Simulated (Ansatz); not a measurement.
# In3Se: tests of the settings

One table from this session's results is given with a row withheld; the runs are named, their logs left out.

Computed with Ansatz 0.2.0 (DFT PBEsol, scalar-relativistic, plane waves, PAW for the base; runs at other levels say so in their headings and inputs, unless a step's input says otherwise).

### The structure to begin with

Symmetry: Pm-3m, No. 221, cubic system. The conventional cell has a = 4.804 Å, b = 4.804 Å, c = 4.804 Å, α = 90.00°, β = 90.00°, γ = 90.00°. In (site symmetry 4/mmm) is surrounded by 8 In at 3.40 Å and 4 Se at 3.40 Å. Around Se (site symmetry m-3m) lie 12 In at 3.40 Å.

As a file:

```
In Se
1.0
     4.80376    0.00000    0.00000
     0.00000    4.80376    0.00000
     0.00000    0.00000    4.80376
In Se
3 1
Direct
  0.00000 0.50000 0.50000
  0.50000 0.00000 0.50000
  0.50000 0.50000 0.00000
  0.00000 0.00000 0.00000
```

Source of the structure: the Materials Project (structure only). It is taken as it stands there.

Set-up of the first run:

File input.yaml:

```yaml
crystal:
  lattice:
    - [4.803758, 0.0, 0.0]
    - [0.0, 4.803758, 0.0]
    - [0.0, 0.0, 4.803758]
  atoms:
    - { symbol: In, position: [0.0, 0.5, 0.5] }
    - { symbol: In, position: [0.5, 0.0, 0.5] }
    - { symbol: In, position: [0.5, 0.5, 0.0] }
    - { symbol: Se, position: [0.0, 0.0, 0.0] }
basis:
  ecutwfc: 420
kpoints:
  mp_grid: { grid: [4, 4, 4] }
hamiltonian:
  xc: pbesol
scf:
  occupations: { method: gaussian, width: 0.1 }
output:
  forces: true
  stress: true
  eigenvalues: true
```

Run with:

```sh
ansatz run input.yaml --threads 1 --pin off --max-ram 2560MiB --backend cpu --events-out ev --progress --plain --runs-dir out
```

Among the steps run: Quick check of gap, pressure and forces; The base run; Relaxation, functional: LDA; Relaxation, functional: PBEsol; Relaxation, functional: PBE; Relaxing with functional r2SCAN.

One table of the session follows, with a row left open; its other results are not shown here.

```
functional  a (Å)  volume (Å³/atom)
       LDA  4.612             24.52
    PBEsol  4.668             25.44
       PBE  4.790             27.48
    r2SCAN      ?                 ?
```

**Question.** Estimate the row for r2SCAN.

**Answer.** a (Å): 4.743; volume (Å³/atom): 26.68. In the column «a (Å)» it lies between PBEsol (4.668) and PBE (4.790).

Limits of these values: Spin polarisation is off in the runs that give these values; a magnetic solution could lie lower.
